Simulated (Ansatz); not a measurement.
Geometry optimisation, DFT LDA, scalar-relativistic, plane waves, PAW in Ansatz 0.2.0.

Input:

```yaml
crystal:
  lattice:
    - [0.0, 5.43, 5.43]
    - [5.43, 0.0, 5.43]
    - [5.43, 5.43, 0.0]
  atoms:
    - { symbol: Si, position: [0.0, 0.0, 0.0] }
    - { symbol: Si, position: [0.125, 0.125, 0.125] }
    - { symbol: Si, position: [0.0, 0.0, 0.5] }
    - { symbol: Si, position: [0.125, 0.125, 0.625] }
    - { symbol: Si, position: [0.0, 0.5, 0.0] }
    - { symbol: Si, position: [0.125, 0.625, 0.125] }
    - { symbol: Si, position: [0.0, 0.5, 0.5] }
    - { symbol: Si, position: [0.125, 0.625, 0.625] }
    - { symbol: Si, position: [0.5, 0.0, 0.0] }
    - { symbol: Si, position: [0.625, 0.125, 0.125] }
    - { symbol: Si, position: [0.5, 0.0, 0.5] }
    - { symbol: Si, position: [0.625, 0.125, 0.625] }
    - { symbol: Si, position: [0.5, 0.5, 0.0] }
    - { symbol: Si, position: [0.625, 0.625, 0.125] }
    - { symbol: Si, position: [0.5, 0.5, 0.5] }
    - { symbol: Si, position: [0.625, 0.625, 0.625] }
    - { symbol: As, position: [0.3784091, 0.3865255, 0.8678451], spin: 1.0 }
magnetization:
  spin_polarized: true
basis:
  ecutwfc: 420.0
kpoints:
  mp_grid: { grid: [2, 2, 2] }
hamiltonian:
  xc: lda
  pseudopotentials: { kind: paw, azcp: { folder: soft_1 } }
scf:
  occupations: { method: fermi_dirac, width: 0.02 }
  lower_state_search: "off"
relax:
  f_tol: 0.03
  max_steps: 60
  adjacent_minimum: "off"
output:
  write_density: true
  write_potential: true
  elf: true
  volumetric_format: npy
```

Command:

```bash
$ ansatz run input.yaml --threads 2 --pin off --max-ram 5120MiB --backend cpu --events-out ev --progress --plain --runs-dir out
```

Question: Where does it end, and by what steps?

Answer: The run converged. Limits of this set-up: coarse k mesh, PAW files made for another functional. After 3 steps the energy has fallen by 0.362 eV; Si13 moved furthest, 0.08 Å.

```csv
step,energy less start (eV),largest force component (eV/Å),accepted
0,0.0000,1.092,yes
1,-0.3166,0.393,yes
2,-0.3590,0.087,yes
3,-0.3617,0.008,yes
```

```xyz
17
Lattice="0.0000 5.4300 5.4300 5.4300 0.0000 5.4300 5.4300 5.4300 0.0000" Properties=species:S:1:pos:R:3
Si -0.011 -0.013 0.017
Si 1.359 1.356 1.321
Si 2.728 2.726 0.017
Si 4.073 4.072 1.360
Si 2.759 -0.044 2.678
Si 4.117 1.358 4.076
Si 5.417 2.728 2.704
Si 6.787 4.028 4.076
Si -0.040 2.755 2.679
Si 1.360 4.114 4.077
Si 2.729 5.416 2.705
Si 4.031 6.785 4.077
Si 2.761 2.758 5.478
Si 4.075 4.071 6.796
Si 5.387 5.384 5.478
Si 6.788 6.787 6.834
As 6.790 6.786 4.081
```

Whether the end is a true minimum wasn't checked by a vibrational analysis.

Run time: 46 s on 2 threads of Arm Neoverse V1, on a shared host, peak memory 0.68 GiB.
